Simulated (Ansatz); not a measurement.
# CH6GaN: up Jacob's ladder to CCSD(T)

The task here is to estimate one member of a computed series from the others.

The runs use Ansatz 0.2.0, Gaussian basis; functionals in def2-TZVPP, the program's frozen cores in correlated methods.

Plan: LDA (SPW92), PBE-D4, revPBE-D4, BLYP-D4, r2SCAN-D4, B97M-V, PBE0-D4, B3LYP-D4, r2SCANh-D4, r2SCAN0-D4, HSE06-D4, BHLYP-D4, CAM-B3LYP-D4, LC-ωPBE, ωB97X-V, ωB97M-V, B2PLYP, PBE-QIDH; CCSD(T)/def2-SVP; CCSD(T)/def2-TZVPP; MP2/def2-QZVPP; extrapolation to the limit; RPA on PBE.

**Structure used throughout**

An earlier PBE0-D4 in a triple-zeta def2 set relaxation fixed the geometry.

SMILES `C[NH][GaH2]`, 9 atoms, charge 0, spin multiplicity 1.

Atoms are counted from 1 here; the program's logs count them from 0.

Bond lengths: C1–N2 1.443 Å, C1–H4 1.093 Å, C1–H5 1.097 Å, C1–H6 1.097 Å, N2–Ga3 1.815 Å, N2–H7 1.008 Å, Ga3–H8 1.561 Å, Ga3–H9 1.562 Å. Angles: N2–C1–H4 109.8°, N2–C1–H5 112.4°, N2–C1–H6 112.4°, H4–C1–H5 107.2°, H4–C1–H6 107.2°, H5–C1–H6 107.6°, C1–N2–Ga3 127.7°, C1–N2–H7 113.1°, Ga3–N2–H7 119.2°, N2–Ga3–H8 116.6°, N2–Ga3–H9 116.0°, H8–Ga3–H9 127.3°.

Coordinates:

```mol
CH6GaN
  3D, bonds by distance, orders not assigned

  9  8  0  0  0  0  0  0  0  0999 V2000
   -0.4227    0.9935   -0.6834 C   0  0
    0.4513   -0.0997   -0.3318 N   0  0
    0.2970   -1.2363    1.0744 Ga  0  0
   -1.2390    1.0618    0.0395 H   0  0
   -0.8759    0.8639   -1.6741 H   0  0
    0.0957    1.9605   -0.6806 H   0  0
    1.2247   -0.2083   -0.9690 H   0  0
    1.3973   -2.3349    1.2106 H   0  0
   -0.9283   -1.0006    2.0144 H   0  0
  1  2  8  0
  2  3  8  0
  1  4  8  0
  1  5  8  0
  1  6  8  0
  2  7  8  0
  3  8  8  0
  3  9  8  0
M  END
```

The first run:

File in.yaml:

```yaml
crystal:
  periodic: [false, false, false]
  atoms:
    - {symbol: C, position_ang: [-0.422704, 0.993534, -0.683432]}
    - {symbol: N, position_ang: [0.451283, -0.099717, -0.331798]}
    - {symbol: Ga, position_ang: [0.296967, -1.236250, 1.074449]}
    - {symbol: H, position_ang: [-1.239003, 1.061827, 0.039452]}
    - {symbol: H, position_ang: [-0.875928, 0.863893, -1.674148]}
    - {symbol: H, position_ang: [0.095732, 1.960495, -0.680580]}
    - {symbol: H, position_ang: [1.224653, -0.208336, -0.968957]}
    - {symbol: H, position_ang: [1.397334, -2.334898, 1.210557]}
    - {symbol: H, position_ang: [-0.928323, -1.000558, 2.014448]}
basis:
  gaussian: {orbitals: def2-TZVPP}
hamiltonian: {xc: lda}
output: {orbitals: {seedname: orbitals}}
```

Started as:

```sh
$ ansatz run in.yaml --threads 4 --pin off --events-out ev --progress --plain --max-ram 10444MiB
```

Steps of the session up to this table: LDA; PBE-D4 (GGA); revPBE-D4 (GGA); BLYP-D4 (GGA); r2SCAN-D4 (meta-GGA); B97M-V (meta-GGA); B3LYP-D4 (hybrid); r2SCANh-D4 (hybrid); r2SCAN0-D4 (hybrid); HSE06-D4 (hybrid); BHLYP-D4 (hybrid); CAM-B3LYP-D4 (range-separated); LC-ωPBE (range-separated); ωB97X-V (range-separated); ωB97M-V (range-separated); B2PLYP (double hybrid); PBE-QIDH (double hybrid).

One of the session's tables, all rows but one given; the rest of the session is left out.

It belongs to the step «Orbital energies across the functionals». 

```
  functional  HOMO (eV)  gap (eV)
 LDA (SPW92)      -5.68      3.94
      PBE-D4      -5.51      4.01
   revPBE-D4      -5.45      4.05
     BLYP-D4      -5.41      3.96
   r2SCAN-D4      -5.73      4.49
      B97M-V      -5.82      4.35
     PBE0-D4      -6.73      5.99
    B3LYP-D4      -6.54      5.53
  r2SCANh-D4      -6.19      5.22
  r2SCAN0-D4      -6.90      6.32
    HSE06-D4      -6.33      5.22
    BHLYP-D4      -7.91      7.88
CAM-B3LYP-D4      -8.12      8.25
     LC-ωPBE      -9.47     10.75
     ωB97X-V          ?         ?
     ωB97M-V      -9.04      9.97
```

Q: Estimate the row for ωB97X-V from the others.

As computed: HOMO (eV): -9.12; gap (eV): 10.26. In the column «HOMO (eV)» it lies between LC-ωPBE (-9.47) and ωB97M-V (-9.04).
